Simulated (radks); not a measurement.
# Taking charge from the 5d level of Ta⁺ in fractions

The task here is to estimate one member of a computed series from the others.

The numbers are computed with radks (a radial shooting solver on a logarithmic mesh, Libxc functionals) version 1 (Dirac Kohn-Sham, PBE, spin-unpolarised, spherical densities, finite nucleus; open shells are shared between the two j in proportion to 2j + 1), except any that are marked as measured or tabulated.

**The atom as given**

```
element            : tantalum (Z = 73)
charge             : +1
electrons          : 72
configuration      : [Xe] 4f14 5d3 6s1
nuclear rms radius : 5.3507 fm
```

Outer shells as boxes (Hund's rule):

Ta⁺
```
[Xe] core
4f [↑↓][↑↓][↑↓][↑↓][↑↓][↑↓][↑↓]
5d [↑ ][↑ ][↑ ][  ][  ]
6s [↑ ]
```

Set-up of the first run:

Input:

```text
Z 73
configuration [Xe] 4f14 5d3 6s1
relativity Dirac
functional pbe,pbe
spin unpolarised
j_filling average
nucleus finite rms 5.3507 fm
c 137.035999084
```

Among the steps run: Start: [Xe] 4f14 5d3 6s1.

One of the session's tables, all rows but one given; the rest of the session is left out.

From the orbitals of this run (lengths in bohr):

| level | <r> | outermost maximum (interpolated) | 90 % within | nodes |
| --- | --- | --- | --- | --- |
| 5s1/2 | ? | ? | ? | ? |
| 5p1/2 | 1.221 | 1.07 | 1.79 | 3 |
| 5p3/2 | 1.327 | 1.15 | 1.95 | 3 |
| 4f5/2 | 0.6339 | 0.439 | 1.06 | 0 |
| 4f7/2 | 0.6449 | 0.444 | 1.08 | 0 |
| 6s1/2 | 3.074 | 2.67 | 4.49 | 5 |
| 5d3/2 | 2.060 | 1.54 | 3.27 | 2 |
| 5d5/2 | 2.138 | 1.59 | 3.40 | 2 |

Q: Estimate the row for 5s1/2 from the others.

**Answer.** <r>: 1.102; outermost maximum (interpolated): 0.990; 90 % within: 1.59; nodes: 4. In the column «<r>» it lies between 4f7/2 (0.6449) and 5p1/2 (1.221).
